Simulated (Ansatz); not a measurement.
# C3H6OSi, SMILES [SiH3]C1C=CO1: a geometry optimisation

With Ansatz 0.2.0, Python API.

The cells in order, each with its output:

```python
import itertools

import ansatz as az
from ase.data import atomic_numbers, covalent_radii
import numpy as np
```

```python
BASIS = "cc-pVDZ"
FUNCTIONAL = "pbe0"
DISPERSION = "d3bj"
```

```python
geometry_ang = [
    ("Si", (-1.5379, -0.1425, 0.5343)),
    ("C", (0.3243, 0.0633, 0.5431)),
    ("C", (1.0388, -0.6175, -0.5765)),
    ("C", (1.5808, 0.609, -0.9613)),
    ("O", (0.8534, 1.2638, -0.0925)),
    ("H", (-2.2215, 0.8689, 1.4738)),
    ("H", (-2.1339, 0.1458, -0.8258)),
    ("H", (-1.9535, -1.4516, 0.9305)),
    ("H", (0.7326, -0.0532, 1.5976)),
    ("H", (1.2239, -1.6406, -0.8512)),
    ("H", (2.1583, 0.8975, -1.7513)),
]
molecule = az.Crystal.molecule()
for symbol, xyz in geometry_ang:
    molecule = molecule.atom(symbol, xyz)
```

```python
setup = (
    molecule.calculation()
    .basis(gaussian=BASIS)
    .functional(FUNCTIONAL, dispersion=DISPERSION)
)
symbols = [site.symbol for site in molecule.cartesian_sites]
start = np.array([site.position_ang for site in molecule.cartesian_sites], dtype=float)
def progress(event):
    if event["event"] == "relax_step":
        row = event["data"]
        print(f"step {row['step']:3d}  E = {row['lagrangian_ev']:.6f} eV  largest force component {row['allowed_force_max_ev_ang']:.4f} eV/A")
```

```python
data = setup.relax(force_tolerance=0.02).session().plan().execute(on_event=progress).report
end = np.array(data["positions_ang"])
```

    step   1  E = -13121.274331 eV  largest force component 6.4943 eV/A
    step   2  E = -13121.865163 eV  largest force component 3.3423 eV/A
    step   3  E = -13122.024970 eV  largest force component 2.1614 eV/A
    step   4  E = -13121.967862 eV  largest force component 3.0688 eV/A
    step   5  E = -13122.132044 eV  largest force component 0.2813 eV/A
    step   6  E = -13122.131806 eV  largest force component 0.2566 eV/A
    step   7  E = -13122.138517 eV  largest force component 0.0861 eV/A
    step   8  E = -13122.139892 eV  largest force component 0.0523 eV/A
    step   9  E = -13122.138990 eV  largest force component 0.1408 eV/A
    step  10  E = -13122.140790 eV  largest force component 0.0356 eV/A
    step  11  E = -13122.140873 eV  largest force component 0.0336 eV/A
    step  12  E = -13122.140994 eV  largest force component 0.0078 eV/A

```python
print(f"E = {data['free_energy_ev']:.6f} eV = {data['free_energy_ev'] / 27.211386246:.7f} Ha")
print("converged:", data["converged"], " doubts:", data["published_state_doubts"] or "none")

# pairs closer than 1.2 times the sum of covalent radii, before or after
radius = [covalent_radii[atomic_numbers[s]] for s in symbols]
span = lambda where, i, j: np.linalg.norm(where[i] - where[j])
bonded = [(i, j) for i, j in itertools.combinations(range(len(symbols)), 2) if min(span(start, i, j), span(end, i, j)) < 1.2 * (radius[i] + radius[j])]
print("pair        before    after (A)")
for i, j in bonded:
    print(f"{symbols[i]}{i}-{symbols[j]}{j}".ljust(10), f"{span(start, i, j):8.4f} {span(end, i, j):8.4f}")
```

    E = -13122.141022 eV = -482.2297881 Ha
    converged: True  doubts: none
    pair        before    after (A)
    Si0-C1       1.8736   1.9034
    Si0-H5       1.5404   1.4986
    Si0-H6       1.5127   1.4951
    Si0-H7       1.4295   1.5003
    C1-C2        1.4925   1.5056
    C1-O4        1.4578   1.4754
    C1-H8        1.1368   1.1022
    C2-C3        1.3950   1.3441
    C2-H9        1.0754   1.0849
    C3-O4        1.3087   1.3775
    C3-H10       1.0202   1.0907

```python
charges = data["charge_distribution"]
print("dipole moment", round(4.803205 * float(np.linalg.norm(charges["dipole_moment_e_ang"])), 3), "D")
print("Mulliken:", [(s, round(q, 3)) for s, q in zip(symbols, charges["mulliken_charges_e"])])
```

    dipole moment 1.123 D
    Mulliken: [('Si', 0.271), ('C', 0.036), ('C', -0.218), ('C', 0.214), ('O', -0.287), ('H', -0.043), ('H', -0.034), ('H', -0.051), ('H', 0.073), ('H', 0.009), ('H', 0.029)]

Reading the output:
- Total energies depend on the basis set; only differences at equal settings carry meaning.
- The end point is the stationary point reached from this start; no frequency run checks that it is a minimum, and the basis set is modest.
- It ran for 56 s on 1 thread of Arm Neoverse V2, with other jobs on the host, peak memory 0.3 GiB.
